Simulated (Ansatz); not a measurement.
# CH9N3OSn: the cost of one run

The runs use Ansatz 0.2.0, Gaussian basis; the settings change from run to run.

## 1. The relaxed structure

The geometry comes from an earlier relaxation with PBE0-D4 in a triple-zeta def2 set; it is a stationary point, not always the lowest conformer. Sn takes a core potential in def2 sets; no spin-orbit term is included.

SMILES `C[O][Sn]([NH2])([NH2])[NH2]`, 15 atoms, charge 0, spin multiplicity 1.

Atoms are counted from 1 here; the program's logs count them from 0.

Bond lengths: C1–O2 1.407 Å, C1–H7 1.094 Å, C1–H8 1.098 Å, C1–H9 1.097 Å, O2–Sn3 1.957 Å, Sn3–N4 2.017 Å, Sn3–N5 2.004 Å, Sn3–N6 2.020 Å, N4–H10 1.012 Å, N4–H11 1.013 Å, N5–H12 1.010 Å, N5–H13 1.010 Å, N6–H14 1.012 Å, N6–H15 1.012 Å. Angles: O2–C1–H7 108.3°, O2–C1–H8 112.0°, O2–C1–H9 112.4°, H7–C1–H8 107.9°, H7–C1–H9 108.0°, H8–C1–H9 108.1°, C1–O2–Sn3 120.4°, O2–Sn3–N4 102.1°, O2–Sn3–N5 109.7°, O2–Sn3–N6 106.4°, N4–Sn3–N5 109.9°, N4–Sn3–N6 121.1°, N5–Sn3–N6 107.3°, Sn3–N4–H10 113.8°, Sn3–N4–H11 110.7°, H10–N4–H11 107.7°, Sn3–N5–H12 114.4°, Sn3–N5–H13 115.4° and more.

As a file:

```xyz
15

C    -0.57340   -1.35164    1.87689
O    -0.06984   -1.42662    0.56492
Sn    0.21025    0.20222   -0.48317
N     1.62664   -0.37943   -1.79642
N     0.93055    1.65027    0.69977
N    -1.61457    0.79548   -1.11334
H    -0.46185   -2.33498    2.34393
H    -1.63956   -1.08928    1.89388
H    -0.03301   -0.62077    2.49161
H     1.37780   -0.21574   -2.76346
H     1.82851   -1.36701   -1.69238
H     1.84598    1.98715    0.43735
H     0.31161    2.43345    0.85288
H    -1.61234    1.60366   -1.72168
H    -2.14868    0.06234   -1.56158
```

## 2. r2SCANh/def2-TZVPP

This run has atoms shaken by 0.08 Å, D3(BJ) with three-body dispersion.

File in.yaml:

```yaml
crystal:
  periodic: [false, false, false]
  atoms:
    - {symbol: C, position_ang: [-0.704127, -1.309420, 1.958935]}
    - {symbol: O, position_ang: [-0.208538, -1.443130, 0.447500]}
    - {symbol: Sn, position_ang: [0.248617, 0.237648, -0.505670]}
    - {symbol: N, position_ang: [1.706783, -0.309371, -1.848709]}
    - {symbol: N, position_ang: [0.916535, 1.761716, 0.683626]}
    - {symbol: N, position_ang: [-1.669398, 0.952624, -1.125454]}
    - {symbol: H, position_ang: [-0.445953, -2.333993, 2.397278]}
    - {symbol: H, position_ang: [-1.584843, -1.144330, 1.905079]}
    - {symbol: H, position_ang: [-0.084623, -0.604629, 2.435416]}
    - {symbol: H, position_ang: [1.125892, -0.238441, -2.524372]}
    - {symbol: H, position_ang: [1.823699, -1.444655, -1.603388]}
    - {symbol: H, position_ang: [1.949006, 2.059986, 0.422326]}
    - {symbol: H, position_ang: [0.179912, 2.327504, 0.855311]}
    - {symbol: H, position_ang: [-1.582037, 1.651305, -1.788417]}
    - {symbol: H, position_ang: [-2.156089, -0.023789, -1.578284]}
basis:
  gaussian: {orbitals: def2-TZVPP}
hamiltonian: {xc: {name: r2SCANh}, dispersion: d3bjatm}
output: {forces: true}
```

The run is started by

```console
$ ansatz run in.yaml --threads 4 --pin off --events-out ev --progress --plain --max-ram 11315MiB
```

What time and memory should one allow on 4 threads of Arm Neoverse V1, shared host?

About 18 s, with a peak of 1.2 GiB.
